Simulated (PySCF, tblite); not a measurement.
# C₄H₄F₄O₂: dynamics, then NMR shifts on frames, part 1 of 2

How do NMR shifts of C₄H₄F₄O₂ (`FC(F)(F)O[C@@]1(F)CCO1`) change as the atoms move?

Programs: tblite 0.8.0 and PySCF 2.14.0, with density-fitted response routines of our own. Each step states its level of theory. These are calculated values for one molecule in the gas phase, unless marked as measured. Atoms count from 0, in the outputs and in this text.

### Step 1. The starting structure

14 atoms, charge 0, multiplicity 1; geometry from: GFN2-xTB.

Bonds of the start (Å): F0–C1 1.33, C1–F2 1.33, C1–F3 1.33, C1–O4 1.34, O4–C5 1.40, C5–F6 1.36, C5–C7 1.52, C7–C8 1.54, C8–O9 1.44, O9–C5 1.38, C7–H10 1.09, C7–H11 1.08, C8–H12 1.09, C8–H13 1.09.

### Step 2. Dynamics with GFN2-xTB

The job: settings as JSON, then the geometry in Å.

```
{"job": {"kind": "md", "xc": "GFN2-xTB", "basis": "xTB", "temperature": 200, "steps": 2000, "every": 50, "frames": 5}, "charge": 0, "multiplicity": 1}
F      2.775274    -0.407824     1.702010
C      2.106689     0.049719     0.647883
F      2.018002     1.372383     0.788211
F      2.864638    -0.169007    -0.423269
O      0.919484    -0.571511     0.620026
C      0.019864    -0.271596    -0.410611
F      0.556492    -0.728654    -1.575964
C     -1.400668    -0.748126    -0.128043
C     -1.738856     0.745150    -0.249467
O     -0.351379     1.051802    -0.507928
H     -1.802831    -1.391699    -0.904015
H     -1.522469    -1.190517     0.854738
H     -2.082241     1.233529     0.662260
H     -2.362678     1.025878    -1.097996
```

Level: GFN2-xTB Langevin dynamics, gas phase.

The run is started by

```sh
$ OMP_NUM_THREADS=1 python probes_run.py task.json out
```

One launch serves the whole session: the jobs run in the order shown.

Log:

```text
t/fs     T/K      E/eV
    0.0   154.9  -1025.35969
   25.0    87.4  -1025.16621
   50.0   136.4  -1025.14209
   75.0   136.6  -1025.12380
  100.0   198.8  -1025.12462
  125.0   207.6  -1025.10723
  150.0   206.9  -1025.06905
  175.0   176.1  -1025.05848
  200.0   180.9  -1025.04640
  225.0   185.8  -1025.14607
  250.0   192.5  -1025.03226
  275.0   186.8  -1025.07177
  300.0   205.8  -1025.13833
  325.0   181.9  -1025.07053
  350.0   171.0  -1025.10815
  375.0   136.3  -1025.08354
  400.0   166.6  -1025.13794
  425.0   153.6  -1025.09472
  450.0   155.5  -1025.11749
  475.0   147.5  -1025.11786
  500.0   208.0  -1025.17146
  525.0   140.2  -1025.06478
  550.0   190.9  -1025.14438
  575.0   194.9  -1025.03268
  600.0   175.6  -1024.88549
  625.0   277.8  -1025.10708
  650.0   137.4  -1024.91364
  675.0   173.8  -1025.04992
  700.0   178.9  -1025.00030
  725.0   217.4  -1025.07387
  750.0   190.5  -1025.15501
  775.0   184.4  -1025.09736
  800.0   193.2  -1025.01806
  825.0   130.8  -1024.85259
  850.0   225.3  -1025.09503
  875.0   143.7  -1024.98153
  900.0   127.8  -1025.07068
  925.0   204.5  -1025.10592
  950.0   182.7  -1025.09374
  975.0   180.8  -1024.99120
 1000.0   179.1  -1024.97235
```

Run time: 19 s. Hardware: 1 thread of Arm Neoverse N1, shared host; peak memory 0.18 GiB.

Distance from the start (root mean square after alignment): 0 fs 0.00 Å, 200 fs 0.12 Å, 400 fs 0.07 Å, 600 fs 0.17 Å, 800 fs 0.12 Å, 1000 fs 0.22 Å.

Positions (Å) and forces (eV/Å) at 1000 fs:

```xyz
14

F     3.333   -0.822    1.460   -0.472   -0.450   -0.294
C     2.364   -0.129    0.828    1.367   -0.254   -0.666
F     2.369    1.010    1.524   -0.779    0.167   -0.543
F     2.920    0.138   -0.417   -0.981   -0.046    1.263
O     1.247   -0.855    0.806   -0.102    0.976    0.200
C    -0.009   -0.371    0.234    1.663   -0.173   -1.007
F     0.150   -0.652   -1.100   -0.438    0.153    0.454
C    -1.160   -0.922    0.989   -0.490   -1.369    2.179
C    -1.405    0.538    1.397   -0.021    0.101   -1.592
O    -0.339    0.931    0.459   -0.032   -0.121    0.437
H    -1.968   -1.430    0.497   -0.146    0.099   -0.723
H    -0.874   -1.629    1.833   -0.051    0.915   -0.852
H    -1.096    0.791    2.382   -0.021    0.268    0.831
H    -2.362    1.000    1.081    0.504   -0.267    0.313
```

### Step 3. Nuclear shieldings: 250 fs, PBE0/pcSseg-1

The job: settings as JSON, then the geometry in Å.

```
{"job": {"kind": "nmr", "xc": "PBE0", "basis": "pcSseg-1", "pop": false}, "charge": 0, "multiplicity": 1}
F      3.076200    -0.541800     1.322500
C      2.105200     0.013400     0.593500
F      1.802200     1.180700     1.072000
F      2.608800     0.178600    -0.591700
O      1.075900    -0.833600     0.575100
C     -0.100300    -0.552300    -0.250100
F      0.363800    -0.773800    -1.530800
C     -1.288500    -1.345300     0.174200
C     -1.958900     0.037800     0.289500
O     -0.684100     0.656800    -0.115100
H     -1.805700    -2.002500    -0.537600
H     -1.060400    -1.894100     1.046200
H     -2.185200     0.430100     1.271000
H     -2.828400     0.141200    -0.350900
```

Level: GIAO PBE0/pcSseg-1 NMR shielding, non-relativistic, gas phase.

Log:

```text
coarse grid: 13344 points
cycle   1  E = -703.4930328580  dE =  2.111e+00  |g| = 1.251e+00  |ddm| = 3.327e+00
cycle   2  E = -703.2682631466  dE =  2.248e-01  |g| = 1.770e+00  |ddm| = 1.442e+00
cycle   3  E = -703.7523388009  dE = -4.841e-01  |g| = 9.909e-02  |ddm| = 8.670e-01
cycle   4  E = -703.7532791041  dE = -9.403e-04  |g| = 6.912e-02  |ddm| = 9.197e-02
cycle   5  E = -703.7540738743  dE = -7.948e-04  |g| = 1.036e-02  |ddm| = 4.277e-02
cycle   6  E = -703.7540898620  dE = -1.599e-05  |g| = 4.287e-03  |ddm| = 8.813e-03
cycle   7  E = -703.7540931060  dE = -3.244e-06  |g| = 7.930e-04  |ddm| = 2.786e-03
final grid: 135152 points
cycle   8  E = -703.8590064310  dE = -4.752e-05  |g| = 1.341e-02  |ddm| = 2.405e-02
cycle   9  E = -703.8589738364  dE =  3.259e-05  |g| = 1.932e-02  |ddm| = 1.685e-02
cycle  10  E = -703.8590376691  dE = -6.383e-05  |g| = 9.675e-04  |ddm| = 1.002e-02
cycle  11  E = -703.8590378227  dE = -1.536e-07  |g| = 3.552e-04  |ddm| = 8.024e-04
cycle  12  E = -703.8590378413  dE = -1.856e-08  |g| = 1.064e-04  |ddm| = 2.477e-04
cycle  13  E = -703.8590378431  dE = -1.748e-09  |g| = 3.039e-05  |ddm| = 7.083e-05
cycle  14  E = -703.8590378432  dE = -1.439e-10  |g| = 7.762e-06  |ddm| = 2.050e-05
converged SCF energy = -703.8590378432

GIAO shielding tensors (ppm)
atom      isotropic    diamagn.    paramagn.     s11        s22        s33       span
  0 F      242.806     467.573    -224.768    181.979    184.599    361.840    179.861
  1 C       63.001     236.636    -173.634     60.734     62.670     65.601      4.867
  2 F      260.298     473.493    -213.196    206.660    235.959    338.274    131.614
  3 F      256.517     471.944    -215.428    199.094    234.397    336.059    136.965
  4 O      136.546     401.873    -265.328     89.061    119.821    200.754    111.693
  5 C       54.172     238.478    -184.306     30.767     52.644     79.104     48.338
  6 F      226.512     475.410    -248.899    143.072    215.312    321.150    178.078
  7 C      153.304     254.606    -101.302    132.935    142.924    184.054     51.120
  8 C      121.119     246.146    -125.026     82.281    109.146    171.931     89.651
  9 O      198.371     397.727    -199.355    134.804    180.221    280.089    145.285
 10 H       28.355      29.052      -0.697     25.192     26.192     33.681      8.489
 11 H       29.292      30.832      -1.540     26.157     28.392     33.327      7.169
 12 H       27.113      28.902      -1.789     23.800     25.435     32.103      8.302
 13 H       27.261      28.273      -1.012     24.197     25.322     32.263      8.066
```

Wall time 53 s (1 thread of Arm Neoverse N1, shared host); peak memory 0.83 GiB.

Shifts follow as δ = σ(reference) − σ, with reference shieldings (ppm) from runs at the same level and on the same kind of geometry: ¹H TMS 31.72, ¹³C TMS 186.9, ¹⁹F CFCl3 170.9, ¹⁷O H2O 336.1. The references are single molecules in the gas phase, so shifts against H2O, NH3, PH3, H3PO4 or CFCl3 are not on the usual liquid scales and can be off by tens of ppm. Each atom is listed at this fixed geometry, with no averaging over motion; a spectrum would average atoms that exchange fast.

```csv
atoms,environment,σ (ppm),δ (ppm)
C5,sp3 carbon bearing two oxygens,54.2,132.8
C1,CF3 carbon,63.0,123.9
C8,sp3 CH2 bonded to O,121.1,65.8
C7,sp3 CH2 in a ring,153.3,33.6
H12,hydrogen on an sp3 CH2 bonded to O,27.11,4.60
H13,hydrogen on an sp3 CH2 bonded to O,27.26,4.46
H10,hydrogen on an sp3 CH2 in a ring,28.36,3.36
H11,hydrogen on an sp3 CH2 in a ring,29.29,2.42
F6,fluorine on an sp3 carbon,226.5,-55.6
F0,fluorine of an OCF3 group,242.8,-71.9
F3,fluorine of an OCF3 group,256.5,-85.6
F2,fluorine of an OCF3 group,260.3,-89.4
O4,ether oxygen,136.5,199.5
O9,ether oxygen,198.4,137.7
```

Ring of atoms C5, C7, C8, O9: NICS(0) -2.7, NICS(1) -0.3, NICS(1)zz 2.1 ppm (means of both faces).

### Step 4. NMR shieldings: 425 fs, PBE0/pcSseg-1

The job: settings as JSON, then the geometry in Å.

```
{"job": {"kind": "nmr", "xc": "PBE0", "basis": "pcSseg-1", "pop": false}, "charge": 0, "multiplicity": 1}
F      3.226400    -0.750600     1.221100
C      2.227100    -0.127300     0.542000
F      2.139700     1.104000     1.098500
F      2.589900     0.083100    -0.760900
O      1.177500    -0.935700     0.590400
C     -0.014600    -0.567800    -0.123900
F      0.259800    -0.698900    -1.436600
C     -1.311400    -1.287900     0.332700
C     -1.802800     0.103600     0.619900
O     -0.526600     0.712200     0.145600
H     -1.752300    -1.902300    -0.486800
H     -1.131300    -1.898400     1.200600
H     -1.985200     0.381600     1.673000
H     -2.602500     0.488800    -0.046900
```

Level: GIAO PBE0/pcSseg-1 NMR shielding, non-relativistic, gas phase.

Log:

```text
coarse grid: 13344 points
cycle   1  E = -703.4672109393  dE =  1.824e+00  |g| = 1.290e+00  |ddm| = 3.298e+00
cycle   2  E = -703.1356702992  dE =  3.315e-01  |g| = 1.972e+00  |ddm| = 1.583e+00
cycle   3  E = -703.7511368467  dE = -6.155e-01  |g| = 1.321e-01  |ddm| = 9.954e-01
cycle   4  E = -703.7528062446  dE = -1.669e-03  |g| = 9.055e-02  |ddm| = 1.240e-01
cycle   5  E = -703.7541774052  dE = -1.371e-03  |g| = 1.088e-02  |ddm| = 5.507e-02
cycle   6  E = -703.7541955561  dE = -1.815e-05  |g| = 4.486e-03  |ddm| = 9.324e-03
cycle   7  E = -703.7541989198  dE = -3.364e-06  |g| = 8.581e-04  |ddm| = 2.764e-03
final grid: 135152 points
cycle   8  E = -703.8624564499  dE = -4.910e-05  |g| = 1.370e-02  |ddm| = 2.277e-02
cycle   9  E = -703.8624187699  dE =  3.768e-05  |g| = 2.027e-02  |ddm| = 1.730e-02
cycle  10  E = -703.8624887436  dE = -6.997e-05  |g| = 1.371e-03  |ddm| = 1.056e-02
cycle  11  E = -703.8624890487  dE = -3.050e-07  |g| = 4.254e-04  |ddm| = 1.080e-03
cycle  12  E = -703.8624890768  dE = -2.808e-08  |g| = 9.342e-05  |ddm| = 2.593e-04
cycle  13  E = -703.8624890782  dE = -1.448e-09  |g| = 3.342e-05  |ddm| = 6.990e-05
cycle  14  E = -703.8624890784  dE = -1.703e-10  |g| = 9.019e-06  |ddm| = 1.928e-05
converged SCF energy = -703.8624890784

GIAO shielding tensors (ppm)
atom      isotropic    diamagn.    paramagn.     s11        s22        s33       span
  0 F      222.265     467.526    -245.261    147.543    163.540    355.713    208.169
  1 C       52.154     236.174    -184.020     46.185     50.933     59.344     13.159
  2 F      227.748     472.783    -245.035    148.451    191.343    343.449    194.998
  3 F      219.564     473.752    -254.188    135.035    178.813    344.844    209.810
  4 O      140.686     400.318    -259.631    102.029    128.525    191.504     89.475
  5 C       54.239     240.718    -186.479     34.417     52.466     75.833     41.416
  6 F      234.428     475.496    -241.068    174.117    224.496    304.672    130.554
  7 C      147.664     255.069    -107.405    129.470    134.778    178.744     49.275
  8 C      118.151     246.141    -127.990     85.005    102.407    167.039     82.034
  9 O      184.723     398.818    -214.095    111.130    153.312    289.727    178.597
 10 H       27.898      28.752      -0.854     25.170     25.738     32.787      7.617
 11 H       28.768      30.254      -1.486     26.298     27.345     32.662      6.365
 12 H       26.573      28.072      -1.500     23.980     24.455     31.283      7.303
 13 H       26.420      27.784      -1.365     23.506     24.125     31.627      8.121
```

Run time: 53 s. Hardware: 1 thread of Arm Neoverse N1, shared host; peak memory 0.84 GiB.

Key values: δ C1 134.8, C5 132.7, C8 68.8, C7 39.3, H13 5.30, H12 5.14 ppm.

(Continued in part 2 of 2.)
